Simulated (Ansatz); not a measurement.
# CH3FGeO (SMILES C[O][Ge][F]): MP2/6-31G(d) (spherical functions)

Aim: the vertical singlet–triplet gap of CH3FGeO at MP2/6-31G* (spherical functions), from 2 runs. 

The calculation is run with Ansatz 0.2.0.

125 further runs of the same task are left out: 125 set aside as unsound or not needed.

### 1 Starting point

The species is CH3FGeO (7 atoms), meant as a singlet with charge 0. SMILES: `C[O][Ge][F]`. The shape is that of a PBE0-D4/def2-TZVP optimisation. This is one conformer, not always the lowest.

Bond lengths: C1–O2 1.413 Å, O2–Ge3 1.764 Å, Ge3–F4 1.768 Å, C1–H5 1.092 Å, C1–H6 1.093 Å, C1–H7 1.093 Å. Angles: C1–O2–Ge3 128.6°, O2–Ge3–F4 99.1°, O2–C1–H5 112.1°, O2–C1–H6 109.1°, O2–C1–H7 109.0°, H5–C1–H6 109.1°, H5–C1–H7 109.1°, H6–C1–H7 108.4°.

### 2 The energy at MP2/6-31G(d) (spherical functions)

The input, job.yaml:

```yaml
crystal:
  periodic: [false, false, false]
  atoms:
    - {symbol: C, position_ang: [-0.504800, 0.491500, 0.394900]}
    - {symbol: O, position_ang: [0.412400, 0.624200, -0.671900]}
    - {symbol: Ge, position_ang: [1.441700, -0.610700, -1.398400]}
    - {symbol: F, position_ang: [0.967400, -1.990600, -0.400200]}
    - {symbol: H, position_ang: [-0.548500, -0.532200, 0.773800]}
    - {symbol: H, position_ang: [-0.208000, 1.161100, 1.206600]}
    - {symbol: H, position_ang: [-1.498700, 0.788500, 0.049700]}
basis:
  gaussian: {orbitals: 6-31G_st_-spherical.json}
correlation: {method: mp2, frozen_orbitals: {C: 1, F: 1, Ge: 9, H: 0, O: 1}}
accuracy: high
```

The basis set 6-31G* is read from a file made from the Basis Set Exchange's data (not shown).

On the command line:

```console
$ ansatz run job.yaml --threads 1 --pin off --max-ram 3480MiB --events-out events.jsonl --progress --plain --runs-dir runs
```

What it wrote:

```text
Warning: RAYON_NUM_THREADS=1 ignored (pool sized by the plan → 1); use --threads N
Functional definition: HF
  name "HF"
  exchange = exact_x
  correlation = 0
1735 factors; integrals over basis functions are off by at most 4.5e-9 eV
mean field evaluation 1: about -62284.5974 eV, gradient 3.9e1 eV
mean field evaluation 2: about -62284.6575 eV, gradient 4.0e1 eV
mean field evaluation 4: about -62287.7973 eV, gradient 2.8e0 eV
mean field evaluation 8: about -62287.8292 eV, gradient 2.9e-1 eV
mean field -62287.82972709 eV, -2289.0355222632 hartree, gradient 9.4e-8 eV, S^2 0.000000; 0 other end points of the search recorded, 0 dependent functions left out
12 core orbitals not correlated: weight in the atoms' cores, before any rotation towards them, 1.000 or more for the frozen orbitals, at most 0.000 for the correlated occupied ones
reference -62287.82972709 eV, -2289.0355222632 hartree; 17, 17 occupied and 51, 51 virtual orbitals, 1735 factors
second order -19.63576365 eV of doubles, -0.00000000 eV of singles
Total energy: -62307.46549074 eV, -2289.7571232677 hartree
```

Run time: 3.3 s. Hardware: 1 thread of Arm Neoverse V2, shared host; peak memory 0.22 GiB.

### 3 The triplet, same level

The input, molecule.yaml:

```yaml
crystal:
  periodic: [false, false, false]
  atoms:
    - {symbol: C, position_ang: [-0.504800, 0.491500, 0.394900]}
    - {symbol: O, position_ang: [0.412400, 0.624200, -0.671900]}
    - {symbol: Ge, position_ang: [1.441700, -0.610700, -1.398400]}
    - {symbol: F, position_ang: [0.967400, -1.990600, -0.400200]}
    - {symbol: H, position_ang: [-0.548500, -0.532200, 0.773800]}
    - {symbol: H, position_ang: [-0.208000, 1.161100, 1.206600]}
    - {symbol: H, position_ang: [-1.498700, 0.788500, 0.049700]}
basis:
  gaussian:
    orbitals: 6-31G_st_-spherical.json
accuracy: high
magnetization:
  spin_polarized: true
  initial_magnetization: 2
correlation:
  method: mp2
  frozen_orbitals: {C: 1, F: 1, Ge: 9, H: 0, O: 1}
```

The basis set 6-31G* is read from a file made from the Basis Set Exchange's data (not shown).

On the command line:

```console
$ ansatz run molecule.yaml --threads 1 --pin off --max-ram 3480MiB --events-out events.jsonl --progress --plain --runs-dir runs
```

What it wrote:

```text
Warning: RAYON_NUM_THREADS=1 ignored (pool sized by the plan → 1); use --threads N
[... 4 set-up lines as earlier in the session ...]
1736 factors; integrals over basis functions are off by at most 4.5e-9 eV
mean field evaluation 1: about -62281.5693 eV, gradient 2.5e1 eV
mean field evaluation 2: about -62281.5794 eV, gradient 2.5e1 eV
mean field evaluation 4: about -62284.6660 eV, gradient 3.1e0 eV
mean field evaluation 8: about -62284.8618 eV, gradient 2.7e-1 eV
mean field evaluation 16: about -62284.8625 eV, gradient 1.7e-8 eV
mean field -62284.86254481 eV, -2288.9264803255 hartree, gradient 1.8e-8 eV, S^2 2.005696; 1 other end points of the search recorded, 0 dependent functions left out
12 core orbitals not correlated: weight in the atoms' cores, before any rotation towards them, 1.000 or more for the frozen orbitals, at most 0.000 for the correlated occupied ones
reference -62284.86254481 eV, -2288.9264803255 hartree; 18, 16 occupied and 50, 52 virtual orbitals, 1736 factors
second order -18.94143239 eV of doubles, -0.00000000 eV of singles
Total energy: -62303.80397719 eV, -2289.6225651268 hartree
```

It took 6.9 s on 1 thread of Arm Neoverse V2, shared host; peak memory 0.3 GiB.

### 4 What came out

Level: MP2/6-31G* (spherical functions), 12 core orbitals frozen.

| quantity | value |
| --- | --- |
| singlet: total energy | -2289.75712 Eh |
| singlet: correlation energy (12 core orbitals frozen) | -721.6 mEh |
| triplet: total energy | -2289.62257 Eh |
| triplet: correlation energy (12 core orbitals frozen) | -696.1 mEh |
| triplet: ⟨S²⟩ of the reference determinant | 2.006 |
| vertical energy of the triplet above the singlet | 3.662 eV |

In words: At this shape the triplet lies 3.66 eV (84 kcal/mol) above the singlet.
